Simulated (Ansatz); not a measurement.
Consider an atomisation energy of CH4BFSi, SMILES F[SiH]1BC1 (Ansatz 0.2.0 through its Python package).

Contents of `ch4bfsi.xyz`:
```text
8

F    -2.23090   -0.26300    0.34280
Si   -0.90990    0.23440   -0.53610
B     0.58090    0.47370    0.79590
C     0.64150   -0.70130   -0.23280
H    -0.92450    1.46060   -1.35750
H     1.12560    1.05660    1.70780
H     1.37360   -0.63330   -1.01090
H     0.43590   -1.68490    0.23500
```

`tae_ch4bfsi.py`
```python
# -*- coding: utf-8 -*-
"""Energy to split CH4BFSi into its atoms."""

from collections import Counter

import ansatz

BASIS_SET = "def2-TZVPP"
XC = "r2SCAN"


def energy_of(molecule, charge=0, unpaired=0):
    calc = molecule.calculation().basis(gaussian=BASIS_SET).functional(XC).accuracy("medium")
    if charge:
        calc = calc.charge(charge)
    if unpaired:
        calc = calc.spin("collinear", total=unpaired)
    report = calc.run(threads=1, pin="off").report
    if report["published_state_doubts"]:
        print("  doubts:", report["published_state_doubts"])
    return report["free_energy_ev"]


def main():
    molecule = ansatz.Crystal.molecule_from_extxyz("ch4bfsi.xyz")

    # Hund ground states
    unpaired = {"F": 1, "Si": 2, "B": 1, "C": 2, "H": 1}
    counts = Counter(site.symbol for site in molecule.cartesian_sites)
    atom_energy = {s: energy_of(ansatz.Crystal.molecule().atom(s, (0, 0, 0)), 0, unpaired[s]) for s in counts}
    whole = energy_of(molecule, 0, 0)
    for s, e in atom_energy.items():
        print(f"{s:2s} x{counts[s]}  {e:14.5f} eV")
    print(f"CH4BFSi: {whole:.5f} eV")
    split = sum(counts[s] * e for s, e in atom_energy.items()) - whole
    print(f"atomisation energy (no zero-point term): {96.485332 * split:.1f} kJ/mol, {split / sum(counts.values()):.3f} eV an atom")


if __name__ == "__main__":
    main()
```

What does it cost to take this molecule apart into atoms?

2823.2 kJ/mol from the electronic energies, without the zero-point term.

What the script printed:

```console
$ python tae_ch4bfsi.py
F  x1     -2713.72719 eV
Si x1     -7873.37700 eV
B  x1      -670.40004 eV
C  x1     -1029.48623 eV
H  x4       -13.60370 eV
CH4BFSi: -12370.66531 eV
atomisation energy (no zero-point term): 2823.2 kJ/mol, 3.658 eV an atom
```

The settings weren't tested for convergence. The geometry is a force-field or estimated start, not a minimum of this method, and the basis set is short of its limit. All parts are taken at fixed geometry, without zero-point energy. Finished in 7.2 s on 1 thread of Intel(R) Xeon(R) Platinum 8488C (Sapphire Rapids), with other jobs on the host, peak memory 0.28 GiB.

(A comment or docstring line of the script was reworded after the run, the code is as it ran; lines on the test bed's own set-up are left out of the output.)
